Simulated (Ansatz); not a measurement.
# YbTlS2: the cost of one run

Program: the Python package of Ansatz 0.2.0. Level of theory: DFT PBEsol, plane waves, PAW. These are calculated values, not measurements.

### 1 The system

Symmetry: R-3m, No. 166, trigonal system. The conventional cell has a = 4.092 Å, b = 4.092 Å, c = 20.258 Å, α = 90.00°, β = 90.00°, γ = 120.00°. Yb (site symmetry -3m) has 6 S at 2.82 Å as nearest neighbours. Tl (site symmetry -3m) is surrounded by 6 S at 3.00 Å. Around S (site symmetry 3m) lie 3 Yb at 2.82 Å and 3 Tl at 3.00 Å.

The script holds or builds the structure itself.

### 2 Script

run_vcrelax.py reads:

```python
"""Cell relaxation of YbTlS2."""

import ansatz as az
from ase import Atoms
from ase.io import write
from ase.neighborlist import neighbor_list
import matplotlib.pyplot as plt
import numpy as np

def edges_and_angles(cell):
    cell = np.asarray(cell)
    a, b, c = np.linalg.norm(cell, axis=1)
    cosines = cell[1] @ cell[2] / (b * c), cell[0] @ cell[2] / (a * c), cell[0] @ cell[1] / (a * b)
    return (a, b, c, *np.degrees(np.arccos(cosines)))


def main() -> None:
    atoms = Atoms(
        ["Yb", "Tl", "S", "S"],
        scaled_positions=[
            (0.0, 0.0, 0.0),
            (0.5, 0.5, 0.5),
            (0.257712, 0.257712, 0.257712),
            (0.742288, 0.742288, 0.742288),
        ],
        cell=[
            (2.045847, 1.18117, 6.752625),
            (-2.045847, 1.18117, 6.752625),
            (0.0, -2.362341, 6.752625),
        ],
        pbc=True,
    )
    ybtls2 = az.Crystal.from_ase(atoms)

    # every cell quantity that the symmetry leaves free
    model = (
        ybtls2.calculation()
        .kpoints(spacing=0.25)  # sampling of the Brillouin zone
        .occupations(az.OccupationsMethod.COLD, width=0.15)
        .functional("pbesol")
        .basis(17 * az.Ha)
        .scf(tolerance=1e-07)
        .relax(force_tolerance=0.005, max_steps=100, cell=True)  # relax until the tolerances are met
        .band_table()  # levels at the mesh points
    )
    steps = []


    def follow(event):
        if event["event"] != "relax_step":
            return
        row = event["data"]
        steps.append(row)
        print(f"step {row['step']:3d}  E = {row['lagrangian_ev']:.5f} eV  largest force component = {row['allowed_force_max_ev_ang']:.4f} eV/A  P = {row['pressure_gpa']:.3f} GPa")


    result = model.session().plan(threads=1).execute(on_event=follow)
    rep = result.report

    first, last = steps[0], steps[-1]
    symbols = [site.symbol for site in result.lattice.sites]
    print(f"energy gained {first['lagrangian_ev'] - last['lagrangian_ev']:.4f} eV in {len(steps) - 1} steps")
    for label, vectors in (("before", first["cell_ang"]), ("after", result.lattice.cell_ang)):
        print(label, "a b c (A) {:.4f} {:.4f} {:.4f}  angles {:.2f} {:.2f} {:.2f}".format(*edges_and_angles(vectors)), f" V = {abs(np.linalg.det(vectors)):.3f} A^3")
    print("final stress xx yy zz (GPa, compression positive):", np.round(np.diag(rep["stress_gpa"]), 3) + 0.0)

    final = Atoms(symbols, positions=last["positions_ang"], cell=result.lattice.cell_ang, pbc=True)
    i, j, d = neighbor_list("ijd", final, 4.5)
    print("neighbours within 1.1 times the shortest distance of each atom (A)")
    for atom in range(len(final)):
        near = [m for m in np.argsort(d) if i[m] == atom]
        shell = [m for m in near if d[m] < 1.1 * d[near[0]]]
        print(f"{symbols[atom]}{atom} ({len(shell)}):", ", ".join(f"{symbols[j[m]]} {d[m]:.3f}" for m in shell))

    change = np.array(last["positions_ang"]) @ np.linalg.inv(last["cell_ang"]) - np.array(first["positions_ang"]) @ np.linalg.inv(first["cell_ang"])
    moved = np.linalg.norm(change @ np.array(last["cell_ang"]), axis=1)
    print("displacement within the cell, strain taken out (A):", " ".join(f"{s}:{d:.3f}" for s, d in zip(symbols, moved)))

    fig, (top, bottom) = plt.subplots(2, 1, sharex=True, figsize=(4.5, 4))
    top.plot([s["lagrangian_ev"] - last["lagrangian_ev"] for s in steps], "o-")
    top.set_ylabel("E - E(final) (eV)")
    bottom.semilogy([max(s["allowed_force_max_ev_ang"], 1e-6) for s in steps], "s-")
    bottom.set(xlabel="step", ylabel="largest force (eV/A)")
    fig.tight_layout()
    fig.savefig("relax.png", dpi=100)

    relaxed = Atoms(symbols, positions=[site.position_ang for site in result.lattice.sites], cell=result.lattice.cell_ang, pbc=True)
    write("relaxed.extxyz", relaxed, format="extxyz")

    print("%-22s %14.5f eV" % ("F = E - TS", rep["free_energy_ev"]))
    print("%-22s %14.5f eV" % ("E", rep["internal_energy_ev"]))
    print("%-22s %14.5f eV" % ("Harris-Foulkes", rep["harris_foulkes_ev"]))
    print("%-22s %14.5f eV" % ("Fermi level", rep["fermi_energy_ev"]))

    print("band  energy (eV)  occupation, at k =", rep["kpoints_frac"][0])
    for band, (e, occ) in enumerate(zip(rep["eigenvalues_ev"][0], rep["occupations"][0]), start=1):
        print(f"{band:4d} {e:12.4f} {occ:9.4f}")


if __name__ == "__main__":
    main()
```

### 3 Running it

Started as:

```bash
python run_vcrelax.py
```

Q: Estimate wall time and peak memory on 1 thread of Arm Neoverse V1, shared host.

About 2.1 min, with a peak of 0.64 GiB.
